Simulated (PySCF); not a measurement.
**C₃H₁₂OSi₂: electronic excitations**

Wanted: the electronic excitations of C₃H₁₂OSi₂ (`C[SiH2][SiH2]CCO`), by calculation.

The runs use PySCF 2.14.0, with density-fitted response routines of our own; the level of theory stands in each step. All values are computed, except where a source is named. Atoms count from 0, in the outputs and in this text.

**1. The starting structure**

18 atoms, charge 0, multiplicity 1; geometry from: GFN2-xTB.

Bonds of the start (Å): C0–Si1 1.90, Si1–Si2 2.31, Si2–C3 1.91, C3–C4 1.52, C4–O5 1.41, C0–H6 1.08, C0–H7 1.09, C0–H8 1.09, Si1–H9 1.48, Si1–H10 1.48, Si2–H11 1.47, Si2–H12 1.47, C3–H13 1.09, C3–H14 1.09, C4–H15 1.09, C4–H16 1.10, O5–H17 0.96.

**2. Excited states and response: CAM-B3LYP/def2-SVPD**

The job: settings as JSON, then the geometry in Å.

```
{"job": {"kind": "uv", "xc": "CAM-B3LYP", "basis": "def2-SVPD", "nstates": 8, "ntriplets": 3}, "charge": 0, "multiplicity": 1}
C     -2.331832     0.205372     1.021700
Si    -1.536377     0.639386    -0.646074
Si     0.085889    -0.882626    -1.286218
C      1.831287    -0.371714    -0.692333
C      1.853785    -0.178521     0.816320
O      0.892788     0.762501     1.245268
H     -1.596998     0.239996     1.819083
H     -3.129477     0.898205     1.273664
H     -2.759251    -0.793557     1.003137
H     -1.060076     2.034329    -0.589817
H     -2.618854     0.659531    -1.649732
H      0.214573    -1.021507    -2.746168
H     -0.115558    -2.248863    -0.775058
H      2.574616    -1.121532    -0.960547
H      2.138495     0.559736    -1.174368
H      1.589332    -1.112257     1.318575
H      2.854971     0.122539     1.161062
H      1.103927     1.615300     0.849849
```

Level: TDDFT CAM-B3LYP/def2-SVPD, vertical, gas phase, core orbitals frozen in the response.

Launch:

```bash
$ OMP_NUM_THREADS=1 python probes_run.py task.json out
```

The driver reads the jobs from task.json and runs them one after another.

What will the session give for the following? lowest singlet (CAM-B3LYP/def2-SVPD); brightest single state of those computed; lowest triplet. Wanted: lowest singlet; brightest single state of those computed; lowest triplet.

The runs gave:

```
                                quantity                        value
    lowest singlet (CAM-B3LYP/def2-SVPD)  6.90 eV (180 nm), f = 0.021
brightest single state of those computed  state 8, 8.10 eV, f = 0.251
                          lowest triplet                      6.13 eV
```

In words: The first singlet state (HOMO→LUMO 0.81) lies at 6.90 eV and is weak; of the 8 states computed, the strongest absorption comes from state 8 at 8.10 eV (the last computed, so partners may be missing). The lowest triplet lies 0.76 eV below the lowest singlet (triplets in Tamm-Dancoff, singlets in full TDDFT).
